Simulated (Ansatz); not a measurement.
# Rb3Sr (P1) in Ansatz: convergence with ecutrho ratio

Aim: find how far ecutrho ratio must go before the results for Rb3Sr settle, at PBE. This setting moves, with any that are tied to it; all else stays.

Everything below comes from runs of Ansatz 0.2.0. Logs are shortened: lines on timing, memory, paths and dates and some standing lists are left out, and cuts for length are marked.

## 1. The cell of the first run

The typed cell holds 4 atoms: a = 8.446 Å, b = 8.446 Å, c = 8.446 Å, α = 132.35°, β = 132.35°, γ = 69.68°.

The cell comes from a database or a generator and needn't be the stable form of this composition.

The cell isn't the ideal one: atoms moved at random, drawn with an rms of 0.05 Å.

## 2. With ecutrho ratio 4

input.yaml reads:

```yaml
crystal:
  lattice:
    - [-3.411771, 3.411771, 6.93246]
    - [3.411771, -3.411771, 6.93246]
    - [3.411771, 3.411771, -6.93246]
  atoms:
    - { symbol: Sr, position: [0.004246, 0.00413, 0.007334] }
    - { symbol: Rb, position: [0.496786, 0.491326, -0.009139] }
    - { symbol: Rb, position: [0.260363, 0.749688, 0.508858] }
    - { symbol: Rb, position: [0.754454, 0.255921, 0.511543] }
hamiltonian:
  xc: pbe
  pseudopotentials: { kind: paw }
kpoints:
  mp_grid: { grid: [3, 3, 4] }
scf:
  occupations: { method: gaussian, width: 0.05 }
output:
  forces: true
  stress: true
  eigenvalues: true
basis:
  ecutrho_ratio: 4
```

Potentials or basis: Ansatz PAW.

Started as:

```console
ansatz run input.yaml --threads 2 --pin off --max-ram 5632MiB --backend cpu --events-out ev --progress --plain --runs-dir out
```

It took 5.2 s on 2 threads of Arm Neoverse V2, shared host; peak memory 0.52 GiB.

Results:

- Free energy: -13345.7327 eV
- Pressure: 0.0 GPa
- Largest force: 0.047 eV/Å
- Band gap on the k mesh: none (metal or under the smearing width)

## 3. With ecutrho ratio 5

input.yaml: that of step 2 with these lines changed.

```diff
@@ -22,2 +22,2 @@
 basis:
-  ecutrho_ratio: 4
+  ecutrho_ratio: 5
```

Potentials or basis: Ansatz PAW.

Started as:

```console
ansatz run input.yaml --threads 2 --pin off --max-ram 5632MiB --backend cpu --events-out ev --progress --plain --runs-dir out
```

It took 5.3 s on 2 threads of Arm Neoverse V2, shared host; peak memory 0.56 GiB.

What came out:

* Free energy: -13345.7327 eV
* Pressure: 0.0 GPa
* Largest force: 0.047 eV/Å
* Band gap on the k mesh: none (metal or under the smearing width)

## 4. With ecutrho ratio 6

input.yaml: that of step 3 with these lines changed.

```diff
@@ -22,2 +22,2 @@
 basis:
-  ecutrho_ratio: 5
+  ecutrho_ratio: 6
```

Started as:

```console
ansatz run input.yaml --threads 2 --pin off --max-ram 5632MiB --backend cpu --events-out ev --progress --plain --runs-dir out
```

Wall time 5.6 s (2 threads of Arm Neoverse V2, shared host); peak memory 0.63 GiB.

Results:

```yaml
Free_energy: -13345.7327 eV
Pressure: 0.0 GPa
Largest_force: 0.047 eV/Å
Band_gap_on_the_k_mesh: none (metal or under the smearing width)
```

## 5. With ecutrho ratio 8

input.yaml: that of step 4 with these lines changed.

```diff
@@ -22,2 +22,2 @@
 basis:
-  ecutrho_ratio: 6
+  ecutrho_ratio: 8
```

Started as:

```console
ansatz run input.yaml --threads 2 --pin off --max-ram 5632MiB --backend cpu --events-out ev --progress --plain --runs-dir out
```

Run time: 5.9 s. Hardware: 2 threads of Arm Neoverse V2, shared host; peak memory 0.75 GiB.

The run converged. Its results:

```yaml
Free_energy: -13345.7327 eV
Pressure: 0.0 GPa
Largest_force: 0.047 eV/Å
Band_gap_on_the_k_mesh: none (metal or under the smearing width)
```

## 6. With ecutrho ratio 10

input.yaml: that of step 5 with these lines changed.

```diff
@@ -22,2 +22,2 @@
 basis:
-  ecutrho_ratio: 8
+  ecutrho_ratio: 10
```

Potentials or basis: Ansatz PAW.

Started as:

```console
ansatz run input.yaml --threads 2 --pin off --max-ram 5632MiB --backend cpu --events-out ev --progress --plain --runs-dir out
```

It took 6.5 s on 2 threads of Arm Neoverse V2, shared host; peak memory 0.93 GiB.

It converged, with:

```yaml
Free_energy: -13345.7327 eV
Pressure: 0.0 GPa
Largest_force: 0.047 eV/Å
Band_gap_on_the_k_mesh: none (metal or under the smearing width)
```

## 7. With ecutrho ratio 12

input.yaml: that of step 6 with these lines changed.

```diff
@@ -22,2 +22,2 @@
 basis:
-  ecutrho_ratio: 10
+  ecutrho_ratio: 12
```

Potentials or basis: Ansatz PAW.

Started as:

```console
ansatz run input.yaml --threads 2 --pin off --max-ram 5632MiB --backend cpu --events-out ev --progress --plain --runs-dir out
```

Output:

```text
Warning: RAYON_NUM_THREADS=2 ignored (pool sized by the plan → 2); use --threads N
Engine: ansatz 0.2.0, aarch64-unknown-linux-gnu
Pseudopotentials: kind: paw
Pseudopotential: Sr, paw, valence charge 10, recommended cutoff 420 eV (normal), Sr.paw.azcp
Pseudopotential: Rb, paw, valence charge 9, recommended cutoff 420 eV (normal), Rb.paw.azcp
Functional definition: PBE
  parameter kappa = 0.804
  parameter beta = 0.06672455060314922
  exchange = pbe_x(kappa = kappa, mu = beta*pi^2/3)
  correlation = pbe_c(beta = beta)
Crystal: 4 atoms, lattice volume = 322.780 Å³
Basis set: ecut = 420 eV, 6307 PW (Γ), exchange–correlation on 200×200×200 points (8 copies of the dense FFT grid, shifted against one another)
Bands: 23, of which v1, the nominal top of the filled ones, is band 19 counted from 1 (18 counted from 0)
Symmetry: 1 space group operations
Space group: P1 (ITA 1), of the structure as read, at distance tolerance 6.9e-5 Å
k-points: 19 of 36 (time reversal used)
Non-local potential: Sr, projectors of the file, l = 0: 3, l = 1: 2, l = 2: 2
Non-local potential: Rb, projectors of the file, l = 0: 3, l = 1: 2, l = 2: 2
PAW form: soft (Blöchl's): semilocal exchange-correlation on the pseudo side does not see the compensation charge
PAW one-centre angular grid: Sr, 110 points (default); XC on 64 Gauss nodes
PAW one-centre angular grid: Rb, 110 points (default); XC on 64 Gauss nodes
Initial density: superposition of atomic densities (neutral atoms: chi_scale 0, normalization atom), corrected by the library's trained network
Initial wavefunctions: pseudopotential atomic-orbital guess
Functional: x = pbe(κ = 0.804, μ = 0.2195149727645171), c = pbe(β = 0.06672455060314922)
SCF iter   1: F=—  HF=-13345.730875 eV  |F-HF|=—  |Δ(HF+E_count)|=         —  Δρ=8.14e-4  dr2=7.13e-3  ethr=1.77e-3  ⟨swp⟩=9.7  Hψ=2448  notcnv=0
preconditioner: auto → Kerker (q_TF=auto, 1.902 Å⁻¹)  [metal: Δε(μ)=0.014 eV  Ē_g=1.673 eV  σ=0.050 eV  W_gap=0.15  n_scr=36 (ndim 8)  ℏωp=4.6 eV  f_vac=0.000  D(μ)=6.69/eV (n_scr^D=36)]
SCF iter   2: F=—  HF=-13345.732631 eV  |F-HF|=—  |Δ(HF+E_count)|=   1.76e-3  Δρ=5.70e-4  dr2=4.23e-3  ethr=1.93e-5  ⟨swp⟩=2.9  Hψ=907  notcnv=0  defer=1
SCF iter   3: F=—  HF=-13345.732790 eV  |F-HF|=—  |Δ(HF+E_count)|=   1.59e-4  Δρ=1.84e-4  dr2=5.54e-4  ethr=1.14e-5  ⟨swp⟩=2.0  Hψ=491  notcnv=0  defer=1
SCF iter   4: F=—  HF=-13345.732707 eV  |F-HF|=—  |Δ(HF+E_count)|=   8.34e-5  Δρ=8.92e-5  dr2=6.41e-5  ethr=1.50e-6  ⟨swp⟩=2.1  Hψ=509  notcnv=0  defer=1
SCF iter   5: F=—  HF=-13345.732730 eV  |F-HF|=—  |Δ(HF+E_count)|=   2.38e-5  Δρ=3.43e-5  dr2=8.50e-6  ethr=1.73e-7  ⟨swp⟩=2.1  Hψ=654  notcnv=0  defer=2
SCF iter   6: F=—  HF=-13345.732731 eV  |F-HF|=—  |Δ(HF+E_count)|=   6.77e-7  Δρ=1.10e-5  dr2=1.44e-6  ethr=2.30e-8  ⟨swp⟩=2.2  Hψ=532  notcnv=0  defer=2
SCF iter   7: F=—  HF=-13345.732731 eV  |F-HF|=—  |Δ(HF+E_count)|=   5.92e-8  Δρ=4.01e-6  dr2=1.22e-7  ethr=3.90e-9  ⟨swp⟩=2.6  Hψ=620  notcnv=0  defer=2
SCF iter   8: F=-13345.732731 eV  HF=-13345.732731 eV  |F-HF|=4.31e-10  |Δ(HF+E_count)|=   1.10e-8  Δρ=1.23e-6  dr2=8.40e-9  ethr=2.70e-10  ⟨swp⟩=7.8  Hψ=2090  notcnv=0
SCF 1 converged in 8 iterations: F = -13345.732731 eV  dr2 = 8.40e-9
SCF converged after 8 iterations
Free energy (F): -13345.732731 eV
Harris-Foulkes:  -13345.732731 eV  (|F-HF|=4.31e-10)
Internal energy: -13345.723962 eV  (E = F + TS)
E sigma→0 (E₀):  -13345.728347 eV
Entropy (-TS):   -0.008769 eV (-2.192 meV/atom)
Fermi energy:    2.559373 eV
--- Per-component energies (eV) ---
  E_band       = -505.717812
  E_kinetic    = 811.554985
  E_local      = -2925.982406  (includes V_loc(G=0)·N_el)
  E_nonlocal   = 724.300721
  E_hartree    = 799.783482
  E_xc         = -558.011771
  E_vxc        = -563.402250  (∫ρ·V_xc dr)
  E_paw        = -10548.843828  (= ΣΔE_a)
  E_vpaw       = -151.756984  (= ΣTr[D̂ρ^β])
  E_aug_tail   = -0.000000  (compensation charges beyond the density's cutoff)
  E_ewald      = -1648.525146
  E_smearing   = -0.008769  (= −TS)
  E_closure    = 0.000000  (closes the sum)
  Σ components = -13345.732731   (vs F -13345.732731, Δ=0.00e0)
--- Forces (eV/Å), atoms counted from 1 ---
  atom   1  Sr    -0.02488385    -0.00443866    -0.00184445
  atom   2  Rb     0.03852798     0.02575715     0.00653399
  atom   3  Rb     0.01916473    -0.02949675    -0.00609192
  atom   4  Rb    -0.03280844     0.00817748     0.00140223
  max |Σ_I F_I| component: 7.83e-7 eV/Å
--- Stress (GPa, compression-positive) ---
       -0.000518      -0.033392      -0.028584
       -0.033392       0.004414      -0.028614
       -0.028584      -0.028614      -0.096096
  P = ⅓ Tr σ = -0.0307 GPa (-0.307 kbar)
--- Band table (eV; the first three rows and the last of 19) ---
  k-point 0: bands = ["-35.2091", "-26.1206", "-26.1136", "-26.1103", "-17.1519", "-17.1442", "-17.1406", "-10.2698", "-10.2538", "-10.2438", "-10.2143", "-10.2123", "-10.1888", "-10.1726", "-10.1693", "-10.1659", "0.0841", "2.7607", "3.1430", "3.3265", "3.6077", "3.6171", "3.6809"]
  k-point 1: bands = ["-35.2091", "-26.1197", "-26.1135", "-26.1114", "-17.1520", "-17.1442", "-17.1407", "-10.2828", "-10.2348", "-10.2289", "-10.2229", "-10.2052", "-10.1991", "-10.1824", "-10.1761", "-10.1638", "0.5621", "2.6178", "2.9561", "2.9677", "3.1415", "3.1649", "3.4536"]
  k-point 2: bands = ["-35.2091", "-26.1188", "-26.1136", "-26.1121", "-17.1521", "-17.1442", "-17.1408", "-10.2921", "-10.2542", "-10.2411", "-10.2113", "-10.2048", "-10.1947", "-10.1763", "-10.1659", "-10.1591", "1.4875", "2.0610", "2.3857", "2.5019", "2.8861", "3.0617", "3.6633"]
  k-point 18: bands = ["-35.2091", "-26.1189", "-26.1138", "-26.1117", "-17.1520", "-17.1442", "-17.1406", "-10.2577", "-10.2494", "-10.2305", "-10.2192", "-10.2044", "-10.1972", "-10.1851", "-10.1809", "-10.1728", "1.1453", "1.7316", "1.9084", "3.1550", "3.5693", "3.6513", "3.7701"]
```

Run time: 7.3 s. Hardware: 2 threads of Arm Neoverse V2, shared host; peak memory 1.2 GiB.

What came out:

* Free energy: -13345.7327 eV
* Pressure: 0.0 GPa
* Largest force: 0.047 eV/Å
* Band gap on the k mesh: none (metal or under the smearing width)

## 8. Summary

```
ecutrho ratio  energy less the tightest run, at zero smearing (meV/atom)  SCF cycles  CPU time (s)  peak memory (GiB)
            4                                                       0.00           8            10               0.52
            5                                                       0.00           8            10               0.56
            6                                                       0.00           8            11               0.63
            8                                                       0.00           8            12               0.75
           10                                                       0.00           8            13               0.93
           12                                                       0.00           8            14                1.2
```

Against the tightest run, the energy stays within 1 meV/atom from 4 on. The tightest run that finished is the yardstick and may itself not be fully converged.
